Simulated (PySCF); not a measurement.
**One shape, several levels: AlSiH3BrClO (SMILES [SiH3][O][Al]([Cl])[Br])**

Wanted: a comparison of 6 runs (HF/STO-3G, HF/def2-SVP, B3LYP/6-31G*, PBE0/6-31G*, TPSSh/def2-SVP, M06-2X/def2-SVPD) of AlSiH3BrClO. The job is set up through a Python script.

The calculation is run with PySCF 2.14.0.

## Step 1: The structure to begin with

AlSiH3BrClO has 8 atoms, charge 0, and is taken as a singlet. SMILES: `[SiH3][O][Al]([Cl])[Br]`. Geometry: relaxed at PBE0-D4/def2-TZVP. This is one conformer, not always the lowest.

Bond lengths: Si1–O2 1.630 Å, O2–Al3 1.659 Å, Al3–Cl4 2.073 Å, Al3–Br5 2.230 Å, Si1–H6 1.485 Å, Si1–H7 1.486 Å, Si1–H8 1.485 Å. Angles: Si1–O2–Al3 174.3°, O2–Al3–Cl4 120.1°, O2–Al3–Br5 120.3°, Cl4–Al3–Br5 119.6°, O2–Si1–H6 109.5°, O2–Si1–H7 110.0°, O2–Si1–H8 109.4°, H6–Si1–H7 109.2°, H6–Si1–H8 109.4°, H7–Si1–H8 109.3°.

## Step 2: Energy and forces at HF/STO-3G (run 1)

geometry.xyz reads:

```xyz
8
AlBrClH3OSi
Si    -1.239200    -0.098500     0.848900
O      0.138400    -0.095400    -0.022600
Al     1.486500     0.046500    -0.979800
Cl     2.948000    -1.423800    -0.940100
Br     1.738500     1.815200    -2.314200
H     -1.746300    -1.488900     0.971800
H     -2.266100     0.739000     0.177400
H     -0.967600     0.448900     2.202700
```

calc.py reads:

```python
# [SiH3][O][Al]([Cl])[Br]
from pyscf import gto, scf

mol = gto.M(
    atom='geometry.xyz',
    verbose=4,
    basis='sto-3g',
    max_memory=1860,
    spin=0,
)

mf = scf.RHF(mol)
mf.conv_tol = 1e-10
mf.kernel()
if not mf.converged:
    mf = mf.newton().run(mf.mo_coeff, mf.mo_occ)

e_tot = mf.e_tot
print('E = %.10f Eh' % e_tot)
grad = mf.nuc_grad_method().kernel()
dip = mf.dip_moment()
pop, q = mf.mulliken_pop()
```

Command:

```bash
$ OMP_NUM_THREADS=1 python calc.py
```

Output:

```text
PySCF version 2.14.0

[... 62 lines left out ...]
converged SCF energy = -3599.69611138976
[... 12 lines left out ...]
Dipole moment(X, Y, Z, Debye): -2.55539,  0.25371,  1.45762
[... 23 lines left out ...]
pop of  2 Al 3pz          0.38566
pop of  3 Cl 1s           1.99997
pop of  3 Cl 2s           1.99899
pop of  3 Cl 3s           1.98736
pop of  3 Cl 2px          1.99587
pop of  3 Cl 2py          1.99573
pop of  3 Cl 2pz          1.99931
pop of  3 Cl 3px          1.77551
pop of  3 Cl 3py          1.76487
pop of  3 Cl 3pz          1.96138
pop of  4 Br 1s           2.00000
pop of  4 Br 2s           1.99983
pop of  4 Br 3s           1.99959
pop of  4 Br 4s           1.96943
pop of  4 Br 2px          1.99999
pop of  4 Br 2py          1.99988
pop of  4 Br 2pz          1.99993
pop of  4 Br 3px          1.99928
pop of  4 Br 3py          1.99361
pop of  4 Br 3pz          1.99609
pop of  4 Br 4px          1.96218
pop of  4 Br 4py          1.63639
pop of  4 Br 4pz          1.77830
pop of  4 Br 3dxy         1.99993
pop of  4 Br 3dyz         1.99942
pop of  4 Br 3dz^2        1.99994
pop of  4 Br 3dxz         1.99996
pop of  4 Br 3dx2-y2      1.99974
pop of  5 H 1s            1.16880
pop of  6 H 1s            1.17107
pop of  7 H 1s            1.16990
 ** Mulliken atomic charges  **
charge of    0Si =      0.85770
charge of    1O =     -0.68135
charge of    2Al =      1.14589
charge of    3Cl =     -0.47900
charge of    4Br =     -0.33347
charge of    5H =     -0.16880
charge of    6H =     -0.17107
charge of    7H =     -0.16990
```

It took 17 s on 1 thread of Intel Xeon at 2.50GHz (Skylake/Cascade Lake), shared host; peak memory 0.12 GiB.

## Step 3: Energy and gradient at HF/def2-SVP (run 2)

mol.xyz reads:

```xyz
8
AlBrClH3OSi
Si    -1.239200    -0.098500     0.848900
O      0.138400    -0.095400    -0.022600
Al     1.486500     0.046500    -0.979800
Cl     2.948000    -1.423800    -0.940100
Br     1.738500     1.815200    -2.314200
H     -1.746300    -1.488900     0.971800
H     -2.266100     0.739000     0.177400
H     -0.967600     0.448900     2.202700
```

calc.py reads:

```python
# [SiH3][O][Al]([Cl])[Br]
import pyscf.grad
from pyscf import gto, scf

mol = gto.Mole()
mol.atom = 'mol.xyz'
mol.max_memory = 1860
mol.spin = 0
mol.verbose = 4
mol.basis = 'def2-svp'
mol.build()

mf = scf.RHF(mol)
mf.conv_tol = 1e-10
mf.kernel()
if not mf.converged:
    mf = mf.newton().run(mf.mo_coeff, mf.mo_occ)

e_final = mf.e_tot
print('E(%s) = %.9f' % ('HF', e_final))
grad = mf.Gradients().kernel()
mf.analyze()
```

Command:

```bash
$ OMP_NUM_THREADS=1 python calc.py
```

Output:

```text
PySCF version 2.14.0

[... 64 lines left out ...]
converged SCF energy = -3638.94660631531
[... 25 lines left out ...]
MO #5   energy= -58.5408576628829  occ= 2
[... 10 lines left out ...]
MO #16  energy= -7.44420331789806  occ= 2
[... 10 lines left out ...]
MO #27  energy= -3.18846096733453  occ= 2
[... 10 lines left out ...]
MO #38  energy= -0.557930888906399 occ= 2
[... 10 lines left out ...]
MO #49  energy= 0.211017355888859  occ= 0
[... 10 lines left out ...]
MO #60  energy= 0.501895207143419  occ= 0
[... 10 lines left out ...]
MO #71  energy= 0.733975728520227  occ= 0
[... 10 lines left out ...]
MO #82  energy= 1.05004538404532   occ= 0
[... 10 lines left out ...]
MO #93  energy= 1.48773283230814   occ= 0
[... 10 lines left out ...]
MO #104 energy= 2.47015876952924   occ= 0
[... 10 lines left out ...]
MO #115 energy= 4.15005654609366   occ= 0
[... 87 lines left out ...]
pop of  4 Br 3dxy         1.99999
pop of  4 Br 3dyz         1.99999
pop of  4 Br 3dz^2        1.99999
pop of  4 Br 3dxz         1.99999
pop of  4 Br 3dx2-y2      1.99999
pop of  4 Br 4dxy         0.00212
pop of  4 Br 4dyz         0.00769
pop of  4 Br 4dz^2        0.00237
pop of  4 Br 4dxz         0.00106
pop of  4 Br 4dx2-y2      0.00417
pop of  4 Br 5dxy         0.00001
pop of  4 Br 5dyz         0.00001
pop of  4 Br 5dz^2        0.00001
pop of  4 Br 5dxz         0.00001
pop of  4 Br 5dx2-y2      0.00001
pop of  5 H 1s            1.15134
pop of  5 H 2s            0.00247
pop of  5 H 2px           0.00056
pop of  5 H 2py           0.00471
pop of  5 H 2pz           0.00008
pop of  6 H 1s            1.15259
pop of  6 H 2s            0.00248
pop of  6 H 2px           0.00236
pop of  6 H 2py           0.00174
pop of  6 H 2pz           0.00126
pop of  7 H 1s            1.15282
pop of  7 H 2s            0.00243
pop of  7 H 2px           0.00033
pop of  7 H 2py           0.00075
pop of  7 H 2pz           0.00424
 ** Mulliken atomic charges  **
charge of    0Si =      0.94040
charge of    1O =     -0.91463
charge of    2Al =      1.08325
charge of    3Cl =     -0.32011
charge of    4Br =     -0.30875
charge of    5H =     -0.15915
charge of    6H =     -0.16042
charge of    7H =     -0.16058
Dipole moment(X, Y, Z, Debye): -0.98191,  0.01227,  0.59386
```

Wall time 35 s (1 thread of Intel Xeon at 2.50GHz (Skylake/Cascade Lake), shared host); peak memory 0.28 GiB.

Runs 3 to 5 aren't shown in full; the table further down has their settings and results.

## Step 4: Energy and forces at M06-2X/def2-SVPD (run 6)

calc.py reads:

```python
from pyscf import gto, dft

mol = gto.M(
    atom='''
Si      -1.239200      -0.098500       0.848900
O        0.138400      -0.095400      -0.022600
Al       1.486500       0.046500      -0.979800
Cl       2.948000      -1.423800      -0.940100
Br       1.738500       1.815200      -2.314200
H       -1.746300      -1.488900       0.971800
H       -2.266100       0.739000       0.177400
H       -0.967600       0.448900       2.202700
''',
    verbose=4,
    basis='def2-svpd',
    max_memory=1860,
    spin=0,
)

calc0 = dft.RKS(mol)
calc0.xc = 'm06-2x'
calc0.grids.level = 5
calc0.conv_tol = 1e-10
calc0.kernel()
if not calc0.converged:
    calc0 = calc0.newton().run(calc0.mo_coeff, calc0.mo_occ)

etot = calc0.e_tot
print(f'total energy: {etot:.8f} hartree')
grad = calc0.nuc_grad_method().kernel()
calc0.analyze()
```

Command:

```bash
$ OMP_NUM_THREADS=1 python calc.py
```

Output:

```text
PySCF version 2.14.0

[... 97 lines left out ...]
Two-electron Energy =                 1951.845608172865013
[... 16 lines left out ...]
MO #13  energy= -7.54059620193544  occ= 2
[... 14 lines left out ...]
MO #28  energy= -2.880294828712    occ= 2
[... 14 lines left out ...]
MO #43  energy= -0.386487873161933 occ= 2
[... 14 lines left out ...]
MO #58  energy= 0.0983234035197862 occ= 0
[... 14 lines left out ...]
MO #73  energy= 0.239941544262942  occ= 0
[... 14 lines left out ...]
MO #88  energy= 0.340223263447057  occ= 0
[... 14 lines left out ...]
MO #103 energy= 0.56118060607618   occ= 0
[... 14 lines left out ...]
MO #118 energy= 0.826654015940542  occ= 0
[... 14 lines left out ...]
MO #133 energy= 1.14671669469768   occ= 0
[... 14 lines left out ...]
MO #148 energy= 1.94326939969818   occ= 0
[... 14 lines left out ...]
MO #163 energy= 3.82707411889559   occ= 0
[... 135 lines left out ...]
pop of  4 Br 5dx2-y2      0.00030
pop of  4 Br 6dxy         0.00007
pop of  4 Br 6dyz         0.00022
pop of  4 Br 6dz^2        0.00005
pop of  4 Br 6dxz         0.00007
pop of  4 Br 6dx2-y2      0.00008
pop of  5 H 1s            1.11515
pop of  5 H 2s            0.00388
pop of  5 H 2px           0.00079
pop of  5 H 2py           0.00313
pop of  5 H 2pz           0.00054
pop of  5 H 3px           0.00089
pop of  5 H 3py           0.00092
pop of  5 H 3pz           0.00079
pop of  6 H 1s            1.11666
pop of  6 H 2s            0.00386
pop of  6 H 2px           0.00176
pop of  6 H 2py           0.00145
pop of  6 H 2pz           0.00121
pop of  6 H 3px           0.00104
pop of  6 H 3py           0.00082
pop of  6 H 3pz           0.00066
pop of  7 H 1s            1.11594
pop of  7 H 2s            0.00382
pop of  7 H 2px           0.00070
pop of  7 H 2py           0.00086
pop of  7 H 2pz           0.00285
pop of  7 H 3px           0.00062
pop of  7 H 3py           0.00081
pop of  7 H 3pz           0.00111
 ** Mulliken atomic charges  **
charge of    0Si =      0.81491
charge of    1O =     -0.86195
charge of    2Al =      1.02777
charge of    3Cl =     -0.31949
charge of    4Br =     -0.28099
charge of    5H =     -0.12609
charge of    6H =     -0.12746
charge of    7H =     -0.12670
Dipole moment(X, Y, Z, Debye): -0.91666,  0.09179,  0.52082
```

Wall time 4.2 min (1 thread of Intel Xeon at 2.50GHz (Skylake/Cascade Lake), shared host); peak memory 2 GiB.

## Step 5: All runs side by side

```
run                               level  integration grid   energy (Eh)  dipole moment (D)  HOMO energy (eV)  LUMO energy (eV)  wall time
  1                           HF/STO-3G                 –  -3599.696111               2.95             -8.59              7.38       17 s
  2                         HF/def2-SVP                 –  -3638.946606               1.15            -11.70              2.12       35 s
  3  B3LYP/6-31G* (spherical functions)                 5  -3643.248480               1.29             -8.39             -1.40    2.3 min
  4   PBE0/6-31G* (spherical functions)                 5  -3642.399427               1.31             -8.71             -1.19      2 min
  5                      TPSSh/def2-SVP                 5  -3642.823528               0.99             -7.96             -1.29    1.9 min
  6                    M06-2X/def2-SVPD                 5  -3642.847210               1.06            -10.03             -0.87    4.2 min
```

## Step 6: Outcome

| quantity | value |
| --- | --- |
| run 6: total energy | -3642.84721 Eh |
| run 6: dipole moment | 1.06 D |
| run 6: HOMO energy | -10.03 eV |
| run 6: LUMO energy | -0.87 eV |
| run 6: HOMO–LUMO gap | 9.16 eV |
| run 6: largest force on an atom | 1.066 eV/Å |

What this shows: The dipole moment (its size) runs from 0.99 D (TPSSh/def2-SVP) to 2.95 D (HF/STO-3G). The two ends differ in method and basis. The HOMO–LUMO gap runs from 6.67 eV (TPSSh/def2-SVP) to 15.97 eV (HF/STO-3G). Totals of different functionals can't be ranked against each other. In run 1 the basis is minimal, so the values are rough. All runs together took 11 min, the longest 4.2 min.
